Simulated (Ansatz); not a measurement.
Set up this calculation in Ansatz 0.2.0, as the native input.

* Task: band structure
* Functional: PBEsol
* Potentials or basis: all-electron LAPW, inner shells corrected to Dirac's equation
* Cutoff: 261 eV (chosen from the basis error)
* Basis error allowed: 0.002 eV/atom
* k mesh: 11 × 11 × 4
* Occupations: fermi-dirac, width 0.05 eV
* Spin: collinear spin, ferromagnetic start
* Starting moments: [0.0, 0.0, 4.0] μB

MnPt2:

```xyz
3
Lattice="2.8584 0.0000 0.0000 -1.4292 2.4755 0.0000 0.0000 0.0000 6.5325" Properties=species:S:1:pos:R:3 pbc="T T T"
Pt    1.4292    0.8252    2.0656
Pt    0.0000    1.6503    4.4669
Mn    0.0000    0.0000    0.0000
```

The cell comes from a database or a generator and needn't be the stable form of this composition.

The input as run:

input.yaml

```yaml
crystal:
  lattice:
    - [2.8584044518, 0.0, 0.0]
    - [-1.4292022259, 2.4754508696, 0.0]
    - [0.0, 0.0, 6.532504]
  atoms:
    - { symbol: Pt, position: [0.6666666667, 0.3333333333, 0.316206] }
    - { symbol: Pt, position: [0.3333333333, 0.6666666667, 0.683794] }
    - { symbol: Mn, position: [0.0, 0.0, 0.0], spin: 4.0 }
kpoints:
  mp_grid: { grid: [11, 11, 4] }
  band_path:
    path:
      - [0.0, 0.0, 0.0]
      - [0.5, 0.0, 0.0]
      - [0.3333333333, 0.3333333333, 0.0]
      - [0.0, 0.0, 0.0]
      - [0.0, 0.0, 0.5]
      - [0.5, 0.0, 0.5]
      - [0.3333333333, 0.3333333333, 0.5]
      - [0.0, 0.0, 0.5]
    npoints: 10
scf:
  occupations: { method: fermi_dirac, width: 0.05 }
hamiltonian:
  xc: pbesol
  pseudopotentials:
    kind: all_electron
    lapw: { basis_error: 0.002 }
    dirac_shells: { Mn: ["2p"], Pt: ["4p", "4d"] }
magnetization:
  spin_polarized: true
output:
  forces: true
  stress: true
  eigenvalues: true
```

Potentials or basis: all-electron LAPW, inner shells corrected to Dirac's equation.

Run with:

```sh
$ ansatz run input.yaml --threads 4 --pin off --max-ram 12288MiB --backend cpu --events-out ev --progress --plain --runs-dir out
```

It gave:

```json
{"Pressure": "-9.1 GPa", "Largest force": "0.026 eV/Å", "Band gap along the path": "none (metal or under the smearing width)", "Net moment": "4.51 μB per cell", "Absolute moment": "4.59 μB per cell", "Site moments": "Pt +0.31; Mn +3.78 μB"}
```

Caveat: spin-orbit coupling is left out, which moves the levels of the heavy elements.

Run time: 38 s on 4 threads of AMD EPYC 7R13 Processor (Zen 3), on a shared host, peak memory 0.93 GiB.
